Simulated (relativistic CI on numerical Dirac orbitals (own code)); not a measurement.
# B²⁺: one ion under different settings

How much do the settings matter for B²⁺? One ion, several inputs.

Method: Dirac-Coulomb-Breit CI, KLI orbitals optimised for each configuration, model QED (radiative potential, 1s self-energy scaled to tabulated hydrogen-like ionisation energies), numerical settings as typed. Code: relativistic CI on numerical Dirac orbitals (own code) version 3.

## Step 1: The atom as given

```
ion            : B²⁺ (B III)
nuclear charge : 5
electrons      : 3
isotope        : A = 11
```

## Step 2: A try

The run's settings:

```ini
atom B  Z=5  charge=2  electrons=3
nucleus A=11  rms_radius_fm=2.4060
hamiltonian dirac-coulomb  breit=on  qed=on  c_scale=1
orbitals kli  potential=per-configuration
slater_scale 1
correlation none
mixing on
grid step=0.0125 r_max=24.9
scf mixing=0.4 start=green max_iterations=1 tolerance=2e-08 node_fill=0.05
configurations
  [He] 2s
end
```

Started as:

```
$ python run_levels.py task.json out
```

One command runs all members of the session, one after another, from task.json.

The program writes no log. Results of the run, from its result record (rounded, main fields):

```text
{
  "status": "not_converged",
  "warnings": ["SCF of 1s2 2s did not converge"],
  "scf_steps of the first configuration [iteration, E_Ha, residual, outer_eigenvalue_Ha]": [
    [1, -23.24346859, 0.557, -1.709]
  ]
}
```

Run time: 0.0013 s. Hardware: 1 thread, shared host.

Diagnosis: the run ended without a result. The SCF ran into its iteration limit before the residual met the tolerance. The input had iteration limit 1. The cure is to restore the usual settings of the SCF.

## Step 3: A try

Settings: those of step 2 with these lines changed.

```diff
@@ -7,4 +7,4 @@
 mixing on
-grid step=0.0125 r_max=24.9
-scf mixing=0.4 start=green max_iterations=1 tolerance=2e-08 node_fill=0.05
+grid step=0.0125 r_max=6.22
+scf mixing=0.4 start=green max_iterations=55 tolerance=2e-08 node_fill=0.05
 configurations
```

Results of the run:

```text
{
  "status": "not_converged",
  "warnings": ["orbital 2s not found"],
  "scf_steps of the first configuration [iteration, E_Ha, residual, outer_eigenvalue_Ha]": [
    [1, -23.2434685, 0.557, -1.709],
    [2, -23.33805669, 0.315, -1.561],
    [3, -23.38270808, 0.00793, -1.395],
    [4, -23.38274311, 0.00403, -1.389],
    [5, -23.38275508, 2.51e-05, -1.386],
    [6, -23.38275517, 3.48e-06, -1.386],
    [7, -23.38275517, 3.53e-07, -1.386],
    [8, -23.38275517, 4.29e-09, -1.386]
  ]
}
```

Wall time 0.0031 s (1 thread, shared host).

What went wrong: the run ended without a result. An orbital is not bound on this grid with the right number of nodes. The input had end of the grid 6.22. The cure is to let the grid reach far enough, with the usual settings.

## Step 4: The mended input

Settings: those of step 3 with these lines changed.

```diff
@@ -7,4 +7,4 @@
 mixing on
-grid step=0.0125 r_max=6.22
-scf mixing=0.4 start=green max_iterations=55 tolerance=2e-08 node_fill=0.05
+grid step=0.0125 r_max=24.9
+scf mixing=0.4 start=green max_iterations=150 tolerance=2e-08 node_fill=0.05
 configurations
```

Results of the run:

```text
{
  "status": "converged",
  "levels [i, E_cm, J2, conf, term, w_term, w_jj]": [
    [0, 0, 1, "2s", "2S", 1, 1]
  ],
  "total_energy [Ha]": -23.380487254,
  "n_levels_all": 1,
  "overlap": 2.51808e-14,
  "scf_iterations": [8],
  "orbital_energies [Ha]": {"1s": -8.16171, "2s": -1.38563},
  "configurations [conf, odd, states, E_av_Ha, breit_Ha, qed_Ha]": [
    ["2s", 0, 2, -23.38275407, 0.001434, 0.0008332]
  ],
  "scf_steps of the first configuration [iteration, E_Ha, residual, outer_eigenvalue_Ha]": [
    [1, -23.24346859, 0.557, -1.709],
    [2, -23.33805668, 0.315, -1.561],
    [3, -23.38270711, 0.00793, -1.395],
    [4, -23.38274206, 0.00403, -1.389],
    [5, -23.38275399, 2.51e-05, -1.386],
    [6, -23.38275407, 3.48e-06, -1.386],
    [7, -23.38275407, 3.53e-07, -1.386],
    [8, -23.38275407, 4.29e-09, -1.386]
  ]
}
```

It took 0.021 s on 1 thread, shared host.

## Step 5: Tolerance 1e-05

Settings: those of step 4 with these lines changed.

```diff
@@ -8,3 +8,3 @@
 grid step=0.0125 r_max=24.9
-scf mixing=0.4 start=green max_iterations=150 tolerance=2e-08 node_fill=0.05
+scf mixing=0.4 start=green max_iterations=150 tolerance=1e-05 node_fill=0.05
 configurations
```

Results of the run:

```text
{
  "status": "converged",
  "levels [i, E_cm, J2, conf, term, w_term]": [
    [0, 0, 1, "2s", "2S", 1]
  ],
  "total_energy [Ha]": -23.380487254,
  "n_levels_all": 1,
  "overlap": 2.56991e-14,
  "scf_iterations": [6],
  "orbital_energies [Ha]": {"1s": -8.1617, "2s": -1.38563},
  "configurations [conf, odd, states, E_av_Ha, breit_Ha, qed_Ha]": [
    ["2s", 0, 2, -23.38275407, 0.001434, 0.0008332]
  ],
  "scf_steps of the first configuration [iteration, E_Ha, residual, outer_eigenvalue_Ha]": [
    [1, -23.24346859, 0.557, -1.709],
    [2, -23.33805668, 0.315, -1.561],
    [3, -23.38270711, 0.00793, -1.395],
    [4, -23.38274206, 0.00403, -1.389],
    [5, -23.38275399, 2.51e-05, -1.386],
    [6, -23.38275407, 3.48e-06, -1.386]
  ]
}
```

It took 0.022 s on 1 thread, shared host.

## Step 6: Breit term off

The run's settings:

```ini
atom B  Z=5  charge=2  electrons=3
nucleus A=11  rms_radius_fm=2.4060
hamiltonian dirac-coulomb  breit=off  qed=on  c_scale=1
orbitals kli  potential=per-configuration
slater_scale 1
correlation none
mixing on
grid step=0.0125 r_max=24.9
scf mixing=0.4 start=green max_iterations=150 tolerance=2e-08 node_fill=0.05
configurations
  [He] 2s
end
```

Results of the run:

```text
{
  "status": "converged",
  "levels [i, E_cm, J2, conf, term, w_term]": [
    [0, 0, 1, "2s", "2S", 1]
  ],
  "total_energy [Ha]": -23.381920921,
  "n_levels_all": 1,
  "overlap": 2.51808e-14,
  "scf_iterations": [8],
  "orbital_energies [Ha]": {"1s": -8.16171, "2s": -1.38563},
  "configurations [conf, odd, states, E_av_Ha, breit_Ha, qed_Ha]": [
    ["2s", 0, 2, -23.38275407, 0, 0.0008332]
  ],
  "scf_steps of the first configuration [iteration, E_Ha, residual, outer_eigenvalue_Ha]": [
    [1, -23.24346859, 0.557, -1.709],
    [2, -23.33805668, 0.315, -1.561],
    [3, -23.38270711, 0.00793, -1.395],
    [4, -23.38274206, 0.00403, -1.389],
    [5, -23.38275399, 2.51e-05, -1.386],
    [6, -23.38275407, 3.48e-06, -1.386],
    [7, -23.38275407, 3.53e-07, -1.386],
    [8, -23.38275407, 4.29e-09, -1.386]
  ]
}
```

Run time: 0.021 s. Hardware: 1 thread, shared host.

## Step 7: Node fill 0.2

The run's settings:

```ini
atom B  Z=5  charge=2  electrons=3
nucleus A=11  rms_radius_fm=2.4060
hamiltonian dirac-coulomb  breit=on  qed=on  c_scale=1
orbitals kli  potential=per-configuration
slater_scale 1
correlation none
mixing on
grid step=0.0125 r_max=24.9
scf mixing=0.4 start=green max_iterations=150 tolerance=2e-08 node_fill=0.2
configurations
  [He] 2s
end
```

Results of the run:

```text
{
  "status": "converged",
  "levels [i, E_cm, J2, conf, term, w_term]": [
    [0, 0, 1, "2s", "2S", 1]
  ],
  "total_energy [Ha]": -23.380325967,
  "n_levels_all": 1,
  "overlap": 4.86216e-14,
  "scf_iterations": [8],
  "orbital_energies [Ha]": {"1s": -8.06257, "2s": -1.37439},
  "configurations [conf, odd, states, E_av_Ha, breit_Ha, qed_Ha]": [
    ["2s", 0, 2, -23.38258636, 0.001429, 0.0008315]
  ],
  "scf_steps of the first configuration [iteration, E_Ha, residual, outer_eigenvalue_Ha]": [
    [1, -23.24346859, 0.584, -1.709],
    [2, -23.34033973, 0.331, -1.556],
    [3, -23.38257696, 0.00999, -1.385],
    [4, -23.38266359, 0.00439, -1.378],
    [5, -23.38258647, 4.45e-05, -1.374],
    [6, -23.38258643, 3.82e-06, -1.374],
    [7, -23.38258636, 3.09e-07, -1.374],
    [8, -23.38258636, 1.04e-08, -1.374]
  ]
}
```

Wall time 0.022 s (1 thread, shared host).

## Step 8: Breit term off, potential mixing 0.2

The run's settings:

```ini
atom B  Z=5  charge=2  electrons=3
nucleus A=11  rms_radius_fm=2.4060
hamiltonian dirac-coulomb  breit=off  qed=on  c_scale=1
orbitals kli  potential=per-configuration
slater_scale 1
correlation none
mixing on
grid step=0.0125 r_max=24.9
scf mixing=0.2 start=green max_iterations=150 tolerance=2e-08 node_fill=0.05
configurations
  [He] 2s
end
```

Results of the run:

```text
{
  "status": "converged",
  "levels [i, E_cm, J2, conf, term, w_term]": [
    [0, 0, 1, "2s", "2S", 1]
  ],
  "total_energy [Ha]": -23.381920921,
  "n_levels_all": 1,
  "overlap": 2.49185e-14,
  "scf_iterations": [9],
  "orbital_energies [Ha]": {"1s": -8.16171, "2s": -1.38563},
  "configurations [conf, odd, states, E_av_Ha, breit_Ha, qed_Ha]": [
    ["2s", 0, 2, -23.38275407, 0, 0.0008332]
  ],
  "scf_steps of the first configuration [iteration, E_Ha, residual, outer_eigenvalue_Ha]": [
    [1, -23.24346859, 0.557, -1.709],
    [2, -23.29717815, 0.437, -1.632],
    [3, -23.38265445, 0.0113, -1.398],
    [4, -23.382679, 0.00631, -1.396],
    [5, -23.38275392, 4.4e-05, -1.386],
    [6, -23.38275403, 2.38e-05, -1.386],
    [7, -23.38275407, 7.85e-07, -1.386],
    [8, -23.38275407, 1.96e-07, -1.386],
    [9, -23.38275407, 2.53e-09, -1.386]
  ]
}
```

It took 0.021 s on 1 thread, shared host.

## Step 9: The runs side by side

| setting | total energy less usual (Ha) | largest shift of a level among the lowest eight of both runs, same label and place (cm⁻¹) | SCF iterations | time | lowest level | kind of change |
| --- | --- | --- | --- | --- | --- | --- |
| usual | 0 | 0 | 8 | 0.021 s | 2s 2S1/2 | - |
| tolerance 1e-05 | 0 | - | 6 | 0.022 s | 2s 2S1/2 | numerical |
| Breit term off | -0.00143 | - | 8 | 0.021 s | 2s 2S1/2 | model term |
| node fill 0.2 | 0.000161 | - | 8 | 0.022 s | 2s 2S1/2 | numerical |
| Breit term off, potential mixing 0.2 | -0.00143 | - | 9 | 0.021 s | 2s 2S1/2 | model term |

## Step 10: Outcome

| quantity | value |
| --- | --- |
| lowest level, usual settings | 2s 2S1/2 |
| total energy | -23.3805 Ha |
| runs without a result | 2 |

In words: No visible change in the result comes from «tolerance 1e-05». Only the listed configurations are in the model. Near neutrality, missing correlation can shift configurations against each other by thousands of cm⁻¹.
